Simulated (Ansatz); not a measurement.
# Y2Os: the cost of one run

Computed with Ansatz 0.2.0 (DFT PBE, scalar-relativistic, plane waves, PAW, unless a step's input says otherwise).

## 1. Starting point

The structure is cubic, space group Fm-3m (No. 225). The conventional cell has a = 6.779 Å, b = 6.779 Å, c = 6.779 Å, α = 90.00°, β = 90.00°, γ = 90.00°. Y (site symmetry -43m) has 4 Os at 2.94 Å as nearest neighbours. Around Os (site symmetry m-3m) lie 8 Y at 2.94 Å.

Coordinates:

```
Y Os
1.0
     0.00000    3.38968    3.38968
     3.38968    0.00000    3.38968
     3.38968    3.38968    0.00000
Y Os
2 1
Direct
  0.25000 0.25000 0.25000
  0.75000 0.75000 0.75000
  0.00000 0.00000 0.00000
```

The cell was relaxed beforehand at this level, from a generated guess; it is a trial structure. At a tolerance of 0.05 Å it has space group Fm-3m (No. 225); it has 25.96 Å³/atom, an uncorrected energy of -0.16 eV/atom over the elements.

## 2. Bands, states and charges

File input.yaml:

```yaml
crystal:
  lattice:
    - [0.0, 3.3896823, 3.3896823]
    - [3.3896823, 0.0, 3.3896823]
    - [3.3896823, 3.3896823, 0.0]
  atoms:
    - { symbol: "Y", position: [0.25, 0.25, 0.25] }
    - { symbol: "Y", position: [0.75, 0.75, 0.75] }
    - { symbol: Os, position: [0.0, 0.0, 0.0] }
basis:
  ecutwfc: 420
kpoints:
  mp_grid: { grid: [12, 12, 12] }
  band_path:
    path:
      - [[0.0, 0.0, 0.0], [0.5, 0.0, 0.5], [0.625, 0.25, 0.625]]
      - [[0.375, 0.375, 0.75], [0.0, 0.0, 0.0], [0.5, 0.5, 0.5], [0.5, 0.25, 0.75], [0.5, 0.0, 0.5]]
    npoints: 14
hamiltonian:
  xc: pbe
scf:
  occupations: { method: gaussian, width: 0.1 }
  n_extra_bands: 7
output:
  forces: true
  stress: true
  eigenvalues: true
  populations: true
  dos: { projected: true, de: 0.02, nscf_kmesh: { grid: [15, 15, 15] } }
  bader: true
  write_density: true
  write_potential: true
  elf: true
  volumetric_format: npy
```

On the command line:

```bash
> ansatz run input.yaml --threads 1 --pin off --max-ram 3072MiB --backend cpu --events-out ev --progress --plain --runs-dir out
```

**Question.** How long does this run take on 1 thread of Arm Neoverse V1, shared host, and how much memory does it need?

About 38 s, with a peak of 0.44 GiB.
